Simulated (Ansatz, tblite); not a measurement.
**WO2(NH2)2 (H4N2O2W): rung by rung**

Aim: run the singlet of WO2(NH2)2 (H4N2O2W) at one geometry on many levels, and compare frontier levels, spin and run time.

The runs use Ansatz 0.2.0, Gaussian basis; as each input shows.

Plan: GFN1-xTB, GFN2-xTB, PBE-D4/def2-TZVP, r2SCAN-D4/def2-TZVP, B3LYP-D4/def2-TZVP, B97M-V/def2-TZVP, ωB97X-V/def2-TZVP, revPBE-D4/def2-TZVP, B2PLYP/def2-TZVP, PBE-QIDH/def2-TZVP, LDA/def2-TZVP, PBE-D4/def2-SVP, PBE0-D4/def2-SVP, PBE0-D4/def2-TZVPD, PBE-D4/def2-TZVPD, r2SCAN-D4/def2-TZVPD, CCSD(T)/def2-TZVP, RPA/def2-TZVP.

## Step 1: The relaxed structure

The geometry is that of the singlet, from an earlier relaxation (B3LYP-D4/def2-SVP).

9 atoms, charge 0, spin multiplicity 1.

Bond lengths: W1–O2 1.723 Å, W1–O3 1.723 Å, W1–N4 1.958 Å, W1–N7 1.958 Å, N4–H5 1.017 Å, N4–H6 1.017 Å, N7–H8 1.017 Å, N7–H9 1.017 Å. Angles: O2–W1–O3 114.3°, O2–W1–N4 107.7°, O2–W1–N7 107.7°, O3–W1–N4 107.7°, O3–W1–N7 107.7°, N4–W1–N7 111.8°, W1–N4–H5 124.4°, W1–N4–H6 124.4°, H5–N4–H6 111.0°, W1–N7–H8 124.4°, W1–N7–H9 124.4°, H8–N7–H9 111.0°.

As a file:

```xyz
9

W     0.53720    0.00078    0.37025
O     0.48497    0.00387    2.09251
O     2.12810   -0.00001   -0.29153
N    -0.36691    1.62049   -0.25608
H    -0.12818    2.11844   -1.11060
H    -1.08046    2.12054    0.26922
N    -0.36670   -1.62157   -0.24954
H    -1.07928   -2.12024    0.27839
H    -0.12873   -2.12231   -1.10264
```

Formally the metal is d0. W takes a core potential in the def2 sets. No spin-orbit coupling is included.

PBE0-D4/def2-TZVP was run before; its log isn't repeated, and its numbers join the tables.

## Step 2: GFN1-xTB

Tight binding, by tblite at 300 K electronic temperature and without a spin-polarisation term:

```python
tblite.interface.Calculator('GFN1-xTB', numbers, positions, charge=0, uhf=0).singlepoint()
```

Energy -554.7856 eV, HOMO -10.88 eV, LUMO -6.35 eV; 0.005 s.

## Step 3: GFN2-xTB

Tight binding, by tblite at 300 K electronic temperature and without a spin-polarisation term:

```python
tblite.interface.Calculator('GFN2-xTB', numbers, positions, charge=0, uhf=0).singlepoint()
```

Energy -503.1316 eV, HOMO -10.66 eV, LUMO -6.26 eV; 0.005 s.

## Step 4: PBE-D4/def2-TZVP

start.molden holds the orbitals of an earlier run on this state, given as this run's starting guess.

Input file in.yaml:

```yaml
crystal:
  periodic: [false, false, false]
  atoms:
    - {symbol: W, position_ang: [0.537196, 0.000776, 0.370247]}
    - {symbol: O, position_ang: [0.484972, 0.003868, 2.092512]}
    - {symbol: O, position_ang: [2.128103, -0.000009, -0.291526]}
    - {symbol: N, position_ang: [-0.366906, 1.620493, -0.256076]}
    - {symbol: H, position_ang: [-0.128179, 2.118437, -1.110601]}
    - {symbol: H, position_ang: [-1.080462, 2.120544, 0.269222]}
    - {symbol: N, position_ang: [-0.366703, -1.621571, -0.249539]}
    - {symbol: H, position_ang: [-1.079282, -2.120241, 0.278390]}
    - {symbol: H, position_ang: [-0.128727, -2.122308, -1.102639]}
basis:
  gaussian: {orbitals: def2-TZVP, initial_orbitals: start.molden}
hamiltonian: {xc: pbe, dispersion: d4}
scf: {omitted_lower_state_checks: [starts]}
output: {orbitals: {seedname: orbitals}}
```

The run is started by

```console
$ ansatz run in.yaml --threads 4 --pin off --events-out ev --progress --plain --max-ram 3916MiB
```

Further steps of the session: r2SCAN-D4/def2-TZVP; B3LYP-D4/def2-TZVP; B97M-V/def2-TZVP; ωB97X-V/def2-TZVP; revPBE-D4/def2-TZVP; B2PLYP/def2-TZVP; PBE-QIDH/def2-TZVP; LDA/def2-TZVP; PBE-D4/def2-SVP; PBE0-D4/def2-SVP; PBE0-D4/def2-TZVPD; PBE-D4/def2-TZVPD; r2SCAN-D4/def2-TZVPD; CCSD(T)/def2-TZVP; RPA/def2-TZVP.

**Question.** What will the summary of the whole plan be? Wanted: gap in def2-TZVP, named functionals, smallest and largest; correlation energy, CCSD(T)/def2-TZVP; binding an atom, CCSD(T)/def2-TZVP; PBE0 total energy, smallest basis above largest.

The runs gave:

```
                                                 quantity                              value
gap in def2-TZVP, named functionals, smallest and largest  4.24 eV (LDA), 11.10 eV (ωB97X-V)
                    correlation energy, CCSD(T)/def2-TZVP                          -37.29 eV
                       binding an atom, CCSD(T)/def2-TZVP                           4.199 eV
          PBE0 total energy, smallest basis above largest     9.22 eV (def2-SVP, def2-TZVPD)
```

Over the named functionals in def2-TZVP the gap runs from 4.24 eV (LDA) to 11.10 eV (ωB97X-V); exact exchange widens it. The functionals in def2-TZVP miss CCSD(T)/def2-TZVP by +0.144 (B97M-V) to +0.969 eV (LDA) an atom. CCSD(T)/def2-TZVP isn't at the basis-set limit; small misses against it rank nothing.
